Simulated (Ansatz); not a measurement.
# C₅H₅ClMg: how energies converge with the basis set

The task here is to estimate one member of a computed series from the others.

Computed with Ansatz 0.2.0, Gaussian basis. Level: one geometry, several basis sets.

The runs, in order: PBE0-D4/def2-SVP; ωB97M-V/def2-SVP; PBE0-D4/def2-QZVPP; ωB97M-V/def2-QZVPP; the functionals' def2-TZVPP values are taken from earlier runs.

1 further run of the same task is left out (set aside as unsound or not needed).

## Structure used throughout

All runs share one geometry, relaxed beforehand with PBE0-D4 in a triple-zeta def2 set.

SMILES `[Cl][Mg]1234[C@H]5[C@@H]1[C@@H]2[C@@H]3[C@H]54`, 12 atoms, charge 0, spin multiplicity 1.

Atoms are counted from 1 here; the program's logs count them from 0.

Bond lengths: Cl1–Mg2 2.189 Å, Mg2–C3 2.294 Å, Mg2–C4 2.294 Å, Mg2–C5 2.294 Å, Mg2–C6 2.294 Å, Mg2–C7 2.294 Å, C3–C4 1.416 Å, C3–C7 1.416 Å, C3–H8 1.081 Å, C4–C5 1.416 Å, C4–H9 1.081 Å, C5–C6 1.416 Å, C5–H10 1.081 Å, C6–C7 1.416 Å, C6–H11 1.081 Å, C7–H12 1.081 Å. Angles: Cl1–Mg2–C3 148.3°, Cl1–Mg2–C4 148.3°, Cl1–Mg2–C5 148.3°, Cl1–Mg2–C6 148.3°, Cl1–Mg2–C7 148.3°, C3–Mg2–C4 36.0°, C3–Mg2–C5 59.9°, C3–Mg2–C6 59.9°, C3–Mg2–C7 36.0°, C4–Mg2–C5 36.0°, C4–Mg2–C6 59.9°, C4–Mg2–C7 59.9°, C5–Mg2–C6 36.0°, C5–Mg2–C7 59.9°, C6–Mg2–C7 36.0°, Mg2–C3–C4 72.0°, Mg2–C3–C7 72.0°, Mg2–C3–H8 122.8° and more.

Set-up of the first run:

in.yaml

```yaml
crystal:
  periodic: [false, false, false]
  atoms:
    - {symbol: Cl, position_ang: [-3.593950, 0.442363, -0.388472]}
    - {symbol: Mg, position_ang: [-1.433999, 0.176117, -0.154888]}
    - {symbol: C, position_ang: [0.299113, -0.865733, 0.928339]}
    - {symbol: C, position_ang: [0.452059, 0.531577, 1.101643]}
    - {symbol: C, position_ang: [0.660949, 1.110515, -0.173926]}
    - {symbol: C, position_ang: [0.637167, 0.071026, -1.135564]}
    - {symbol: C, position_ang: [0.413516, -1.150371, -0.454328]}
    - {symbol: H, position_ang: [0.146150, -1.590336, 1.715386]}
    - {symbol: H, position_ang: [0.436151, 1.060185, 2.044089]}
    - {symbol: H, position_ang: [0.832415, 2.158318, -0.375432]}
    - {symbol: H, position_ang: [0.787294, 0.186576, -2.199518]}
    - {symbol: H, position_ang: [0.363136, -2.130238, -0.907320]}
basis:
  gaussian: {orbitals: def2-SVP}
hamiltonian: {xc: pbe0, dispersion: d4}
output: {orbitals: {seedname: orbitals}}
```

Run with:

```
ansatz run in.yaml --threads 2 --pin off --events-out ev --progress --plain --max-ram 32768MiB --backend cpu
```

Steps of the session up to this table: PBE0-D4 in def2-SVP; ωB97M-V in def2-SVP; PBE0-D4 in def2-QZVPP; ωB97M-V in def2-QZVPP.

One of the session's tables, all rows but one given; the rest of the session is left out.

It belongs to the step «Functionals by basis». 

```
functional       basis  HOMO (eV)
   PBE0-D4    def2-SVP          ?
   PBE0-D4  def2-TZVPP      -7.31
   PBE0-D4  def2-QZVPP      -7.32
   ωB97M-V    def2-SVP      -9.43
   ωB97M-V  def2-TZVPP      -9.42
   ωB97M-V  def2-QZVPP      -9.43
```

**Question.** Estimate the row for PBE0-D4, def2-SVP.

As computed: HOMO (eV): -7.34. In the column «HOMO (eV)» it lies between ωB97M-V, def2-TZVPP (-9.42) and PBE0-D4, def2-QZVPP (-7.32).
